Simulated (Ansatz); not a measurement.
# C2H4BFO2: small, medium and large basis sets

The task here is to estimate one member of a computed series from the others.

The runs use Ansatz 0.2.0, Gaussian basis; one geometry, several basis sets.

Levels to be run: PBE0-D4/def2-SVP; ωB97M-V/def2-SVP; PBE0-D4/def2-QZVPP; ωB97M-V/def2-QZVPP; the functionals' def2-TZVPP values are taken from earlier runs.

### The geometry

The geometry comes from an earlier relaxation with PBE0-D4 in a triple-zeta def2 set; it is a stationary point, not always the lowest conformer.

SMILES `CC(=O)OBF`, 10 atoms, charge 0, spin multiplicity 1.

Atoms are counted from 1 here; the program's logs count them from 0.

Bond lengths: C1–C2 1.492 Å, C1–H7 1.092 Å, C1–H8 1.092 Å, C1–H9 1.087 Å, C2–O3 1.192 Å, C2–O4 1.373 Å, O4–B5 1.366 Å, B5–F6 1.318 Å, B5–H10 1.189 Å. Angles: C2–C1–H7 109.7°, C2–C1–H8 109.4°, C2–C1–H9 109.9°, H7–C1–H8 107.0°, H7–C1–H9 110.4°, H8–C1–H9 110.3°, C1–C2–O3 126.5°, C1–C2–O4 110.9°, O3–C2–O4 122.6°, C2–O4–B5 122.4°, O4–B5–F6 115.7°, O4–B5–H10 123.7°, F6–B5–H10 120.6°.

As a file:

```
C     0.1724   -1.6395   -0.0916
C     0.5480   -0.2094    0.1062
O     1.6534    0.2350    0.1365
O    -0.5673    0.5688    0.2937
B    -0.5706    1.9131    0.0486
F    -1.6461    2.5626    0.4454
H    -0.4752   -1.7329   -0.9660
H    -0.4021   -1.9861    0.7700
H     1.0670   -2.2436   -0.2169
H     0.3033    2.4809   -0.5231
```

The first run:

in.yaml

```yaml
crystal:
  periodic: [false, false, false]
  atoms:
    - {symbol: C, position_ang: [0.172400, -1.639501, -0.091612]}
    - {symbol: C, position_ang: [0.548012, -0.209412, 0.106157]}
    - {symbol: O, position_ang: [1.653395, 0.234974, 0.136546]}
    - {symbol: O, position_ang: [-0.567289, 0.568849, 0.293714]}
    - {symbol: B, position_ang: [-0.570567, 1.913076, 0.048646]}
    - {symbol: F, position_ang: [-1.646122, 2.562636, 0.445447]}
    - {symbol: H, position_ang: [-0.475152, -1.732948, -0.966025]}
    - {symbol: H, position_ang: [-0.402062, -1.986073, 0.770018]}
    - {symbol: H, position_ang: [1.067046, -2.243614, -0.216861]}
    - {symbol: H, position_ang: [0.303339, 2.480914, -0.523128]}
basis:
  gaussian: {orbitals: def2-SVP}
hamiltonian: {xc: pbe0, dispersion: d4}
output: {orbitals: {seedname: orbitals}}
```

Started as:

```console
$ ansatz run in.yaml --threads 4 --pin off --events-out ev --progress --plain --max-ram 10444MiB
```

Among the steps run: PBE0-D4 in def2-SVP; ωB97M-V in def2-SVP; PBE0-D4 in def2-QZVPP; ωB97M-V in def2-QZVPP.

One table of the session follows, with a row left open; its other results are not shown here.

It belongs to the step «Functionals by basis». 

| functional | basis | HOMO (eV) |
| --- | --- | --- |
| PBE0-D4 | def2-SVP | ? |
| PBE0-D4 | def2-TZVPP | -8.54 |
| PBE0-D4 | def2-QZVPP | -8.57 |
| ωB97M-V | def2-SVP | -10.86 |
| ωB97M-V | def2-TZVPP | -10.99 |
| ωB97M-V | def2-QZVPP | -11.01 |

Q: Estimate the row for PBE0-D4, def2-SVP from the others.

As computed: HOMO (eV): -8.43. In the column «HOMO (eV)» it is the highest.
